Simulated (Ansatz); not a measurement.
# La (La, A15): the cost of one run

Computed with Ansatz 0.2.0 (DFT BLYP, plane waves (420 eV) with PAW, scalar-relativistic; PAW files made under PBE, frozen cores solved again for the functional, unless a step says otherwise).

## 1. The starting structure

It takes space group Pm-3n (No. 223, cubic). Conventional cell: a = 6.689 Å, b = 6.689 Å, c = 6.689 Å, α = 90.00°, β = 90.00°, γ = 90.00°. La (site symmetry m-3) has 12 La at 3.74 Å as nearest neighbours. Around La (site symmetry -4m2) lie 6 La at 3.34 to 3.74 Å.

Coordinates:

```cif
data_structure
_symmetry_space_group_name_H-M 'Pm-3n'
_symmetry_Int_Tables_number 223
_cell_length_a 6.6893
_cell_length_b 6.6893
_cell_length_c 6.6893
_cell_angle_alpha 90.000
_cell_angle_beta 90.000
_cell_angle_gamma 90.000
_cell_volume 299.32
loop_
_atom_site_label
_atom_site_type_symbol
_atom_site_symmetry_multiplicity
_atom_site_Wyckoff_symbol
_atom_site_fract_x
_atom_site_fract_y
_atom_site_fract_z
_atom_site_occupancy
La1 La 2 a 0.00000 0.00000 0.00000 1
La2 La 6 c 0.25000 0.00000 0.50000 1
```

## 2. Relaxing cell and atoms

Input file input.yaml:

```yaml
crystal:
  lattice:
    - [6.6892978819, 0.0, 0.0]
    - [0.0, 6.6892978819, 0.0]
    - [0.0, 0.0, 6.6892978819]
  atoms:
    - { symbol: La, position: [0.0, 0.0, 0.0] }
    - { symbol: La, position: [0.5, 0.5, 0.5] }
    - { symbol: La, position: [0.25, 0.0, 0.5] }
    - { symbol: La, position: [0.75, 0.0, 0.5] }
    - { symbol: La, position: [0.5, 0.25, 0.0] }
    - { symbol: La, position: [0.5, 0.75, 0.0] }
    - { symbol: La, position: [0.0, 0.5, 0.25] }
    - { symbol: La, position: [0.0, 0.5, 0.75] }
hamiltonian:
  xc: blyp
  pseudopotentials:
    kind: paw
    azcp:
      La: "pseudopotentials/La.paw.azcp"
basis:
  ecutwfc: 420
  fft_grid_basis: typed
kpoints:
  mp_grid: { grid: [4, 4, 4], shift: [0, 0, 0] }
magnetization:
  spin_polarized: false
scf:
  occupations: { method: fermi_dirac, width: 0.1 }
relax:
  max_steps: 60
  f_tol: 0.01
  cell: {}
```

Launch:

```bash
> ansatz run input.yaml --threads 4 --pin off --max-ram 8192MiB --backend cpu --events-out ev --progress --plain --runs-dir out
```

**Question.** How long does this run take on 4 threads of Arm Neoverse V1, shared host, and how much memory does it need?

About 16 s, with a peak of 0.9 GiB.
